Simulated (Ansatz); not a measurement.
Working through a check of PAW against all-electron LAPW of Al, space group P6_3/mmc

Computed with the Ansatz DFT code, driven from Python.

Run as a notebook:

```python
import ansatz as az
from ase import Atoms
import numpy as np

FUNCTIONAL = "PBEsol"
KMESH = (14, 14, 7)
SIGMA = 0.1
```

```python
def count_gap(report):
    # lowest empty less highest filled band, counting bands; zero where they overlap
    return max(report.get("gap_by_band_count_ev") or 0.0, 0.0)
```

```python
atoms = Atoms(
    ["Al", "Al"],
    scaled_positions=[
        (2 / 3, 1 / 3, 0.75),
        (1 / 3, 2 / 3, 0.25),
    ],
    cell=[
        (2.81246, 0.0, 0.0),
        (-1.40623, 2.43566, 0.0),
        (0.0, 0.0, 4.86685),
    ],
    pbc=True,
)
system = az.Crystal.from_ase(atoms)
```

```python
system.resolved().sites[-1]
```

    Site(symbol='Al', position=(0.3333333333333333, 0.6666666666666666, 0.25), moment=None, axis=None, held=None, saved=None)

```python
setup = (
    system.calculation()
    .functional(FUNCTIONAL)
    .kpoints(*KMESH)
    .occupations(az.OccupationsMethod.FERMI_DIRAC, width=SIGMA)
    .stress()
    .forces()
    .band_table()
)
variants = {
    "PAW": setup.pseudopotentials("paw"),
    "LAPW": setup.pseudopotentials("all_electron", lapw=True),
}
# totals differ by the cores that each treatment holds, so compare what does not depend on them
rows = []
for label, variant in variants.items():
    summary = variant.run(threads=1).report
    levels = np.array(summary["eigenvalues_ev"][0]) - summary["fermi_energy_ev"]
    print(label, "levels at the first k-point near E_F:", np.round(levels[np.abs(levels) < 5], 3))
    rows.append((label, summary["n_electrons"], np.trace(summary["stress_gpa"]) / 3, count_gap(summary)))
print("     treatment  electrons in bands           P GPa  gap by band count eV")
for row in rows:
    print(f"{str(row[0]):>14s}  {row[1]:18.1f}  {row[2]:14.3f}  {row[3]:20.3f}")
```

    DeckWarning: basis.ecutwfc = 420 eV, auto-derived from the records' recommended cutoffs: set by Al (normal level)
    PAW levels at the first k-point near E_F: [-4.798]
    LAPW levels at the first k-point near E_F: [-4.804]
         treatment  electrons in bands           P GPa  gap by band count eV
               PAW                 6.0          -1.342                 0.000
              LAPW                22.0          -1.333                 0.000

PAW gives -1.342 GPa and LAPW -1.333 GPa, 0.009 GPa apart. They took 1.6 and 11.1 s of processor time.

The computed bands are complete only to about 3.0 eV above the Fermi level. A gap by band count of zero or less means overlapping bands, a metal. This isn't the structure that Al takes at ambient conditions. Levels are Kohn-Sham eigenvalues on this mesh. Warnings are shown shortened and without file and line. Pressure is positive in compression; the treatments may keep other shells as core, so totals and counts of electrons can differ. Timing: 14 s on 1 thread of Intel(R) Xeon(R) Platinum 8259CL CPU @ 2.50GHz (Skylake/Cascade Lake) (shared host), peak memory 0.46 GiB.
